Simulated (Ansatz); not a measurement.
# CrOSe: the cell at several levels of theory

Cell and atoms of a free-standing Janus 2H monolayer of CrOSe are relaxed in turn with PBE, r2SCAN, PBEsol, LDA and HSE06. This is a trial cell built on a prototype, not taken from a measured structure, and it needn't be the compound's ground state.

Code: Ansatz 0.2.0. PAW datasets, plane waves, zero pressure. Computed, not measured; no magnetism was allowed, and the structure may never have been made.

1 further run of the same task is left out (for a known fault of the program).

## (1) Starting point

The sheet's in-plane cell has a = 2.989 Å, b = 2.989 Å (γ = 120.0°), and its outermost atoms lie 2.92 Å apart along the normal. Near Cr stand 3 Se at 2.26 Å and 3 O at 2.26 Å; near O stand 3 Cr at 2.26 Å; near Se stand 3 Cr at 2.26 Å.

Structure file:

```
Cr O Se
1.0
     2.98938    0.00000    0.00000
    -1.49469    2.58888    0.00000
     0.00000    0.00000   18.00000
Cr O Se
1 1 1
Direct
  0.33333 0.66667 0.50000
  0.66667 0.33333 0.58108
  0.66667 0.33333 0.41892
```
Periodic in the plane only; c spans the vacuum.

## (2) Relaxing with PBE

input.yaml

```yaml
crystal:
  lattice:
    - [2.989376165, 0.0, 0.0]
    - [-1.4946880825, 2.5888757004, 0.0]
    - [0.0, 0.0, 18.0]
  atoms:
    - { symbol: Cr, position: [0.3333333333, 0.6666666667, 0.5] }
    - { symbol: O, position: [0.6666666667, 0.3333333333, 0.5810766939] }
    - { symbol: Se, position: [0.6666666667, 0.3333333333, 0.4189233061] }
  periodic: [true, true, false]
kpoints:
  mp_grid: { grid: [12, 12, 1] }
hamiltonian:
  xc: pbe
scf:
  occupations: { method: fermi_dirac, width: 0.02 }
relax:
  f_tol: 0.005
  cell: {}
```

Run with:

```bash
> ansatz run input.yaml --threads 4 --pin off --max-ram 5529MiB --backend cpu --events-out ev --progress --plain --runs-dir out
```

Further steps of the session: r2SCAN: cell and atoms; Relaxation with PBEsol; Relaxation with LDA; HSE06: cell and atoms.

Before running it: what results should come out? Wanted: for each run, a; area; SCF geometries.

The runs gave:

```
 level  a (Å)  area (Å²/atom)  SCF geometries
   PBE  2.932           2.482              10
r2SCAN  2.918           2.458               6
PBEsol  2.888           2.407               8
   LDA  2.864           2.367               8
 HSE06  2.876           2.388               7
```

In words: The first relaxation changed the area by -3.8 % from the start. LDA gives the smallest cell and PBE the largest; they differ by 4.8 % in area, a mean of 2.4 % in length. The meshes differ: PBE 12×12×1, r2SCAN 12×12×1, PBEsol 12×12×1, LDA 12×12×1, HSE06 6×6×1.
